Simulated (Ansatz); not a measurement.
# BH7N2O: the cost of one run

Program: Ansatz 0.2.0. Level of theory: RKS PBE0-D4/6-31G*. These are calculated values, not measurements.

### 1 The system as given

Bond lengths: B1–N3 1.550 Å, N3–H4 1.060 Å, N3–H5 1.060 Å, B1–N6 1.550 Å, N6–H7 1.060 Å, N6–H8 1.060 Å, B1–O9 1.710 Å, O9–H10 1.010 Å. Angles: B1–N3–H4 120.0°, B1–N3–H5 120.0°, H4–N3–H5 120.0°, N3–B1–N6 120.0°, N3–B1–O9 105.4°, N6–B1–O9 92.8°, B1–N6–H7 120.0°, B1–N6–H8 120.0°, H7–N6–H8 120.0°, B1–O9–H10 109.5°.

As a file:

```xyz
11

B     0.0000    0.0000    0.0000
H     0.0000    0.0000    1.5400
N     1.3423    0.0000   -0.7750
H     1.8089   -0.9179   -1.0268
H     1.7937    0.9179   -1.0532
N    -1.3423    0.0000   -0.7750
H    -2.0112   -0.8164   -0.6764
H    -1.5914    0.8164   -1.4036
O    -0.2139    1.6086    0.5392
H    -1.1525    1.9139    0.3252
H    -0.1135    0.8538    1.5370
```

### 2 Pulling towards end A

Springs on the bonds that form and break draw the guess towards this end; the thresholds are loose.

input.yaml reads:

```yaml
crystal:
  periodic: [false, false, false]
  atoms:
    - { symbol: B, position_ang: [0.0, 0.0, 0.0] }
    - { symbol: H, position_ang: [0.0, 0.0, 1.54] }
    - { symbol: "N", position_ang: [1.3423, 0.0, -0.775] }
    - { symbol: H, position_ang: [1.8089, -0.9179, -1.0268] }
    - { symbol: H, position_ang: [1.7937, 0.9179, -1.0532] }
    - { symbol: "N", position_ang: [-1.3423, 0.0, -0.775] }
    - { symbol: H, position_ang: [-2.0112, -0.8164, -0.6764] }
    - { symbol: H, position_ang: [-1.5914, 0.8164, -1.4036] }
    - { symbol: O, position_ang: [-0.2139, 1.6086, 0.5392] }
    - { symbol: H, position_ang: [-1.1525, 1.9139, 0.3252] }
    - { symbol: H, position_ang: [-0.1135, 0.8538, 1.537] }
basis:
  gaussian: { orbitals: "6-31G*" }
hamiltonian:
  xc: pbe0
  dispersion: d4
relax:
  f_tol: 0.15
  max_steps: 25
  restrain:
    - { distance: [0, 8], at: 2.61, k: 30.0 }
    - { distance: [10, 1], at: 1.86, k: 30.0 }
    - { distance: [0, 1], at: 1.19, k: 30.0 }
    - { distance: [10, 8], at: 1.01, k: 30.0 }
output:
  orbitals: {}
```

Run with:

```console
> ansatz run input.yaml --threads 1 --pin off --max-ram 2048MiB --backend cpu --events-out ev --progress --plain --runs-dir out
```

Q: Estimate wall time and peak memory on 1 thread of Arm Neoverse V2, shared host.

About 40 s, with a peak of 0.17 GiB.
